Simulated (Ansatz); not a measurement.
C2H6AlClSn, SMILES [Cl][SnH2][CH]1[CH2][AlH]1: vertical spin-state energies, run with the Ansatz DFT code, driven from Python.

`spin_c2h6alclsn.py`
```python
"""Vertical spin-state energies of C2H6AlClSn."""

import ansatz


def main() -> None:
    c2h6alclsn = (
        ansatz.Crystal.molecule()
        .atom("Cl", [-2.6911, -0.6355, 0.4913])
        .atom("Sn", [-1.2592, 1.0949, -0.2271])
        .atom("C", [0.7341, 0.3717, -0.2212])
        .atom("C", [0.981, -1.0827, -0.6076])
        .atom("Al", [1.1633, -0.808, 1.3303])
        .atom("H", [-1.6724, 1.6085, -1.854])
        .atom("H", [-1.3547, 2.4725, 0.8566])
        .atom("H", [1.6231, 1.0452, -0.5751])
        .atom("H", [1.8315, -1.2975, -1.141])
        .atom("H", [-0.0361, -1.589, -0.8819])
        .atom("H", [0.7459, -1.237, 2.8504])
    )

    base = (
        c2h6alclsn.calculation()
        .basis(gaussian="def2-SVP")  # atom-centred Gaussian functions
        .functional("pbe", dispersion="d3bj")
    )
    found = {}
    for unpaired in [0, 2, 4]:
        data = base.spin("collinear", total=unpaired).run(threads=1).report
        s = unpaired / 2
        found[unpaired] = data["free_energy_ev"]
        print(f"2S+1 = {unpaired + 1}: E = {found[unpaired]:.5f} eV, <S^2> = {abs(data['mean_field']['state']['spin_squared']):.3f} (pure state {s * (s + 1):.2f})")
    lowest = min(found, key=found.get)
    for unpaired, e in found.items():
        print(f"multiplicity {unpaired + 1}: {23.060548 * (e - found[lowest]):.1f} kcal/mol above the lowest")


if __name__ == "__main__":
    main()
```

Which spin state is lowest at this geometry, and how far above lie the others?

In order: multiplicity 1 (+0.00 eV), multiplicity 3 (+1.33 eV) and multiplicity 5 (+6.29 eV), all at the one geometry.

What the script printed:

Running `python spin_c2h6alclsn.py` prints:
```text
2S+1 = 1: E = -27101.53189 eV, <S^2> = 0.000 (pure state 0.00)
2S+1 = 3: E = -27100.20105 eV, <S^2> = 2.002 (pure state 2.00)
2S+1 = 5: E = -27095.23882 eV, <S^2> = 6.006 (pure state 6.00)
multiplicity 1: 0.0 kcal/mol above the lowest
multiplicity 3: 30.7 kcal/mol above the lowest
multiplicity 5: 145.1 kcal/mol above the lowest
```

Reading the output:
- Total energies depend on the basis set; only differences at equal settings carry meaning.
- The geometry is a force-field or estimated start, not a minimum of this method, and the basis set is short of its limit. All parts are taken at fixed geometry, without zero-point energy.
- def2 sets replace the cores of elements past krypton by effective core potentials.
- Spin-orbit coupling, which mixes and shifts the spin states of heavy atoms, is left out.
- Run time: 34 s on 1 thread of Intel(R) Xeon(R) Processor @ 2.30GHz, on a shared host, peak memory 0.34 GiB.
